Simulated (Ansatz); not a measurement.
# Ga2PdS3: the cost of one run

Computed with Ansatz 0.2.0 (DFT PBE, scalar-relativistic, plane waves, PAW, unless a step's input says otherwise).

**1. Starting point**

The structure is tetragonal, space group P-4m2 (No. 115). Conventional cell: a = 3.834 Å, b = 3.834 Å, c = 8.447 Å, α = 90.00°, β = 90.00°, γ = 90.00°. Around Ga (site symmetry 2mm) lie 7 S at 2.88 to 2.97 Å and 2 Pd at 2.97 Å. Pd (site symmetry -4m2) has 4 S at 2.71 Å and 4 Ga at 2.97 Å as nearest neighbours. S (site symmetry 2mm) has 5 Ga at 2.88 to 2.94 Å as nearest neighbours. Around S (site symmetry -4m2) lie 4 Pd at 2.71 Å and 4 Ga at 2.97 Å.

Structure file:

```
Ga Pd S
1.0
     3.83410    0.00000    0.00000
     0.00000    3.83410    0.00000
     0.00000    0.00000    8.44687
Ga Pd S
2 1 3
Direct
  0.00000 0.50000 0.73150
  0.50000 0.00000 0.26850
  0.00000 0.00000 0.00000
  0.00000 0.50000 0.38350
  0.50000 0.00000 0.61650
  0.50000 0.50000 0.00000
```

Recipe of the guess: species swapped into a database cell of Ti2CuSb3 (P-4m2, No. 115), with Ga on the Ti sites, Pd on the Cu sites and S on the Sb sites. Its size is a rough estimate.

**2. Probe: one point on a coarse mesh**

Contents of input.yaml:

```yaml
crystal:
  lattice:
    - [3.83409531, 0.0, 0.0]
    - [0.0, 3.83409531, 0.0]
    - [0.0, 0.0, 8.44687195]
  atoms:
    - { symbol: Ga, position: [0.0, 0.5, 0.73150003] }
    - { symbol: Ga, position: [0.5, 0.0, 0.26849997] }
    - { symbol: Pd, position: [0.0, 0.0, 0.0] }
    - { symbol: S, position: [0.0, 0.5, 0.38350001] }
    - { symbol: S, position: [0.5, 0.0, 0.61649999] }
    - { symbol: S, position: [0.5, 0.5, 0.0] }
basis:
  ecutwfc: 420
kpoints:
  mp_grid: { grid: [4, 4, 2] }
hamiltonian:
  xc: pbe
scf:
  occupations: { method: gaussian, width: 0.1 }
  lower_state_search: "off"
output:
  forces: true
  stress: true
  eigenvalues: true
```

The run is started by

```bash
$ ansatz run input.yaml --threads 1 --pin off --max-ram 2560MiB --backend cpu --events-out ev --progress --plain --runs-dir out
```

Q: Estimate wall time and peak memory on 1 thread of Intel Xeon Platinum 8488C (Sapphire Rapids), shared host.

About 3.5 s, with a peak of 0.41 GiB.
